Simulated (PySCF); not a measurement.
**Cl³⁺: dipole response in aug-cc-pV(D+d)Z**

How polarisable is Cl³⁺ at the levels listed below?

The numbers are computed with PySCF 2.14.0 (unrestricted determinants in a Gaussian basis, no spin-orbit coupling in the energies), except any that are marked as measured or tabulated.

**1. The atom as given**

| Quantity | Value |
| --- | --- |
| Element | chlorine (Z = 17) |
| Basis | aug-cc-pV(D+d)Z (5s4p3d, 32 functions) |
| Hamiltonian | the non-relativistic Hamiltonian (point nucleus) |
| State 1 | Cl³⁺: [Ne] 3s2 3p2, high-spin 3P determinant |
| Methods | UHF, PBE, PBE0, PW91, MN15 |

Outer shells as boxes (Hund's rule):

Cl3+ [Ne] 3s2 3p2
```
[Ne] core
3s [↑↓]
3p [↑ ][↑ ][  ]
```

One driver process ran all states and methods and kept the integrals in memory. Each run is shown as a PySCF script that sums up its settings (the driver passes frozen orbitals as a list and adds second-order terms of double hybrids); the logs are those of the runs themselves. The driver starts from symmetry-adapted Hartree-Fock orbitals, holds the occupation by maximum overlap and uses a logarithmic radial grid for functionals, so a plain start would take other cycles.

The integrals over 32 functions and the set-up took 0.03 s of CPU time.

**2. Cl³⁺**

#### UHF

input.py reads:

```python
from pyscf import gto, scf, dft, mp, cc
import basis_set_exchange as bse
mol = gto.M(atom="Cl 0 0 0", charge=3, spin=2, symmetry="D2h",
            basis=gto.basis.parse(bse.get_basis("aug-cc-pV(D+d)Z", elements=["Cl"], fmt="nwchem")))
mf = scf.UHF(mol)
mf.irrep_nelec = {'Ag': (3, 3), 'B1u': (2, 1), 'B2u': (2, 1), 'B3u': (1, 1)}
mf.kernel()
```

Output:

```text
damping factor = 0
level_shift factor = 0
DIIS = <class 'pyscf.scf.diis.CDIIS'>
diis_start_cycle = 1
diis_space = 10
diis_damp = 0
SCF conv_tol = 1e-09
SCF conv_tol_grad = None
number electrons alpha = 8  beta = 6
cycle= 1 E= -456.777829120763  delta_E= -0.00496  |g|= 0.0291  |ddm|= 0.086
cycle= 2 E= -456.778414266417  delta_E= -0.000585  |g|= 0.0102  |ddm|= 0.0292
cycle= 3 E= -456.77849631616  delta_E= -8.2e-05  |g|= 0.000276  |ddm|= 0.0158
cycle= 4 E= -456.778496350398  delta_E= -3.42e-08  |g|= 2.45e-05  |ddm|= 0.000648
cycle= 5 E= -456.778496350809  delta_E= -4.11e-10  |g|= 1.61e-06  |ddm|= 0.00012
converged SCF energy = -456.778496350809  <S^2> = 2.0092911  2S+1 = 3.0061877
```

CPU time 0.21 s on a shared host, the integrals not counted.

The occupied shells:

```tsv
shell	electrons	mean orbital energy (eV)	spread (eV)	rms radius (bohr)
1s α	1	-2901.6	0	0.106
1s β	1	-2900.7	0	0.106
2s α	1	-334.16	0	0.480
2s β	1	-333.35	0	0.480
2p α	3	-265.40	0.666	0.451
2p β	3	-263.96	0.919	0.451
3s α	1	-69.312	0	1.51
3s β	1	-61.659	0	1.51
3p α	2	-53.013	0	1.64
```

⟨S²⟩ = 2.009, ⟨L²⟩ = 2.03.

The driver then solved the coupled dipole response at imaginary frequencies: mean α = 4.481 bohr³ (xx, yy, zz: 4.804, 4.319, 4.319), C₆ = 12.15 au for a like pair.

#### PBE

input.py differs from the last one in:

```diff
@@ -4,3 +4,3 @@
             basis=gto.basis.parse(bse.get_basis("aug-cc-pV(D+d)Z", elements=["Cl"], fmt="nwchem")))
-mf = scf.UHF(mol)
+mf = dft.UKS(mol, xc="PBE")
 mf.irrep_nelec = {'Ag': (3, 3), 'B1u': (2, 1), 'B2u': (2, 1), 'B3u': (1, 1)}
```

Output:

```text
damping factor = 0
level_shift factor = 0
DIIS = <class 'pyscf.scf.diis.CDIIS'>
diis_start_cycle = 1
diis_space = 10
diis_damp = 0
SCF conv_tol = 1e-09
SCF conv_tol_grad = None
number electrons alpha = 8  beta = 6
XC functionals = PBE
    J. P. Perdew, K. Burke, and M. Ernzerhof.,  Phys. Rev. Lett. 77, 3865 (1996)
    J. P. Perdew, K. Burke, and M. Ernzerhof.,  Phys. Rev. Lett. 78, 1396 (1997)
    J. P. Perdew, K. Burke, and M. Ernzerhof.,  Phys. Rev. Lett. 77, 3865 (1996)
    J. P. Perdew, K. Burke, and M. Ernzerhof.,  Phys. Rev. Lett. 78, 1396 (1997)
cycle= 1 E= -457.14379392885  delta_E= -0.00434  |g|= 0.0105  |ddm|= 0.287
cycle= 2 E= -457.143833888871  delta_E= -4e-05  |g|= 0.00111  |ddm|= 0.0134
cycle= 3 E= -457.143834578391  delta_E= -6.9e-07  |g|= 0.000154  |ddm|= 0.0016
cycle= 4 E= -457.143834592902  delta_E= -1.45e-08  |g|= 9.81e-06  |ddm|= 0.000311
cycle= 5 E= -457.143834592939  delta_E= -3.69e-11  |g|= 1.3e-07  |ddm|= 5.28e-05
converged SCF energy = -457.143834592939  <S^2> = 2.0023898  2S+1 = 3.0015928
```

It used 0.48 s of CPU time after the integrals (shared host).

The driver then solved the coupled dipole response at imaginary frequencies: mean α = 4.323 bohr³ (xx, yy, zz: 4.610, 4.179, 4.179), C₆ = 11.61 au for a like pair.

#### PBE0

input.py differs from the last one in:

```diff
@@ -4,3 +4,3 @@
             basis=gto.basis.parse(bse.get_basis("aug-cc-pV(D+d)Z", elements=["Cl"], fmt="nwchem")))
-mf = dft.UKS(mol, xc="PBE")
+mf = dft.UKS(mol, xc="PBE0")
 mf.irrep_nelec = {'Ag': (3, 3), 'B1u': (2, 1), 'B2u': (2, 1), 'B3u': (1, 1)}
```

Output:

```text
damping factor = 0
level_shift factor = 0
DIIS = <class 'pyscf.scf.diis.CDIIS'>
diis_start_cycle = 1
diis_space = 10
diis_damp = 0
SCF conv_tol = 1e-09
SCF conv_tol_grad = None
number electrons alpha = 8  beta = 6
XC functionals = PBE0
    C. Adamo and V. Barone.,  J. Chem. Phys. 110, 6158 (1999)
    M. Ernzerhof and G. E. Scuseria.,  J. Chem. Phys. 110, 5029 (1999)
cycle= 1 E= -457.18209272717  delta_E= -0.00365  |g|= 0.0109  |ddm|= 0.237
cycle= 2 E= -457.182181842116  delta_E= -8.91e-05  |g|= 0.00217  |ddm|= 0.0153
cycle= 3 E= -457.182185700658  delta_E= -3.86e-06  |g|= 0.000102  |ddm|= 0.0038
cycle= 4 E= -457.182185705325  delta_E= -4.67e-09  |g|= 4.35e-06  |ddm|= 0.000233
cycle= 5 E= -457.182185705332  delta_E= -6.82e-12  |g|= 2.26e-07  |ddm|= 2.55e-05
converged SCF energy = -457.182185705332  <S^2> = 2.0035568  2S+1 = 3.0023703
```

It used 0.51 s of CPU time after the integrals (shared host).

The driver then solved the coupled dipole response at imaginary frequencies: mean α = 4.347 bohr³ (xx, yy, zz: 4.648, 4.196, 4.196), C₆ = 11.69 au for a like pair.

#### PW91

input.py differs from the last one in:

```diff
@@ -4,3 +4,3 @@
             basis=gto.basis.parse(bse.get_basis("aug-cc-pV(D+d)Z", elements=["Cl"], fmt="nwchem")))
-mf = dft.UKS(mol, xc="PBE0")
+mf = dft.UKS(mol, xc="PW91,PW91")
 mf.irrep_nelec = {'Ag': (3, 3), 'B1u': (2, 1), 'B2u': (2, 1), 'B3u': (1, 1)}
```

Output:

```text
damping factor = 0
level_shift factor = 0
DIIS = <class 'pyscf.scf.diis.CDIIS'>
diis_start_cycle = 1
diis_space = 10
diis_damp = 0
SCF conv_tol = 1e-09
SCF conv_tol_grad = None
number electrons alpha = 8  beta = 6
XC functionals = PW91,PW91
    J. P. Perdew. In P. Ziesche and H. Eschrig, editors, Proceedings of the 75. WE-Heraeus-Seminar and 21st Annual International Symposium on Electronic Structure of Solids, 11. Berlin, 1991. Akademie Verlag.
    J. P. Perdew, J. A. Chevary, S. H. Vosko, K. A. Jackson, M. R. Pederson, D. J. Singh, and C. Fiolhais.,  Phys. Rev. B 46, 6671 (1992)
    J. P. Perdew, J. A. Chevary, S. H. Vosko, K. A. Jackson, M. R. Pederson, D. J. Singh, and C. Fiolhais.,  Phys. Rev. B 48, 4978 (1993)
    J. P. Perdew. In P. Ziesche and H. Eschrig, editors, Proceedings of the 75. WE-Heraeus-Seminar and 21st Annual International Symposium on Electronic Structure of Solids, 11. Berlin, 1991. Akademie Verlag.
    J. P. Perdew, J. A. Chevary, S. H. Vosko, K. A. Jackson, M. R. Pederson, D. J. Singh, and C. Fiolhais.,  Phys. Rev. B 46, 6671 (1992)
    J. P. Perdew, J. A. Chevary, S. H. Vosko, K. A. Jackson, M. R. Pederson, D. J. Singh, and C. Fiolhais.,  Phys. Rev. B 48, 4978 (1993)
cycle= 1 E= -457.311428624837  delta_E= -0.0043  |g|= 0.01  |ddm|= 0.304
cycle= 2 E= -457.311468211966  delta_E= -3.96e-05  |g|= 0.00102  |ddm|= 0.0172
cycle= 3 E= -457.311468886123  delta_E= -6.74e-07  |g|= 0.00015  |ddm|= 0.00155
cycle= 4 E= -457.311468892886  delta_E= -6.76e-09  |g|= 6.21e-05  |ddm|= 0.000339
cycle= 5 E= -457.311468895952  delta_E= -3.07e-09  |g|= 5.72e-05  |ddm|= 0.000111
cycle= 6 E= -457.311468896824  delta_E= -8.72e-10  |g|= 5.45e-05  |ddm|= 3.25e-05
cycle= 7 E= -457.311468872845  delta_E= 2.4e-08  |g|= 0.000462  |ddm|= 0.000299
cycle= 8 E= -457.311468898  delta_E= -2.52e-08  |g|= 1.88e-05  |ddm|= 0.000242
cycle= 9 E= -457.311468897906  delta_E= 9.45e-11  |g|= 2.79e-05  |ddm|= 8.07e-06
converged SCF energy = -457.311468897906  <S^2> = 2.0023701  2S+1 = 3.0015797
```

CPU time 0.48 s on a shared host, the integrals not counted.

The driver then solved the coupled dipole response at imaginary frequencies: mean α = 4.299 bohr³ (xx, yy, zz: 4.595, 4.151, 4.151), C₆ = 11.51 au for a like pair.

#### MN15

input.py differs from the last one in:

```diff
@@ -4,3 +4,3 @@
             basis=gto.basis.parse(bse.get_basis("aug-cc-pV(D+d)Z", elements=["Cl"], fmt="nwchem")))
-mf = dft.UKS(mol, xc="PW91,PW91")
+mf = dft.UKS(mol, xc="MN15")
 mf.irrep_nelec = {'Ag': (3, 3), 'B1u': (2, 1), 'B2u': (2, 1), 'B3u': (1, 1)}
```

Output:

```text
damping factor = 0
level_shift factor = 0
DIIS = <class 'pyscf.scf.diis.CDIIS'>
diis_start_cycle = 1
diis_space = 10
diis_damp = 0
SCF conv_tol = 1e-09
SCF conv_tol_grad = None
number electrons alpha = 8  beta = 6
XC functionals = MN15
    H. S. Yu, X. He, S. L. Li, and D. G. Truhlar.,  Chem. Sci. 7, 5032-5051 (2016)
    H. S. Yu, X. He, S. L. Li, and D. G. Truhlar.,  Chem. Sci. 7, 5032-5051 (2016)
cycle= 1 E= -457.205460225241  delta_E= -0.00611  |g|= 0.0114  |ddm|= 0.303
cycle= 2 E= -457.205551599694  delta_E= -9.14e-05  |g|= 0.00259  |ddm|= 0.022
cycle= 3 E= -457.205557077426  delta_E= -5.48e-06  |g|= 0.000262  |ddm|= 0.00553
cycle= 4 E= -457.205557122234  delta_E= -4.48e-08  |g|= 1.56e-05  |ddm|= 0.000517
cycle= 5 E= -457.205557122401  delta_E= -1.67e-10  |g|= 5.9e-07  |ddm|= 5.4e-05
converged SCF energy = -457.205557122401  <S^2> = 2.0018673  2S+1 = 3.0012446
```

It used 1.3 s of CPU time after the integrals (shared host).

The driver then solved the coupled dipole response at imaginary frequencies: mean α = 4.399 bohr³ (xx, yy, zz: 4.630, 4.283, 4.283), C₆ = 11.33 au for a like pair.

Radial density 4πr²ρ of Cl³⁺ at UHF:

```tsv
r (bohr)	density	spin density
0.00127	0.0622	0.000
0.00213	0.171	0.000
0.00358	0.460	0.000
0.00603	1.20	0.000
0.0101	2.95	0.000
0.0171	6.61	0.001
0.0287	12.6	0.003
0.0482	18.6	0.014
0.0811	18.4	0.058
0.136	13.4	0.193
0.230	16.6	0.352
0.386	17.8	0.156
0.650	6.13	0.139
1.09	3.35	1.386
1.84	1.93	1.035
3.09	0.103	0.062
5.20	0.000234	0.000
8.74	1.77e-05	0.000
```

**3. Polarisabilities and C₆**

Cl³⁺, in atomic units:

```tsv
method	mean α	C₆ (like pair)	S(−4)
UHF	4.481	12.15	8.430
PBE	4.323	11.61	7.221
PBE0	4.347	11.69	7.380
PW91	4.299	11.51	7.171
MN15	4.399	11.33	8.794
```

α(iu) at MN15:

```tsv
u (hartree)	α(iu) (bohr³)
0	4.399
0.0500	4.377
0.100	4.313
0.200	4.082
0.300	3.762
0.500	3.047
0.750	2.264
1.00	1.686
1.50	0.9979
2.00	0.6511
3.00	0.3451
5.00	0.1568
```

**4. Results**

| quantity | value |
| --- | --- |
| α of Cl³⁺ | 4.299 (PW91) to 4.481 (UHF) bohr³ |

What this shows: A single London oscillator with the computed α and C₆ of Cl³⁺ at UHF would have ω = 4 C₆ / (3 α²) = 0.807 hartree. The basis is finite, and no extrapolation was made.
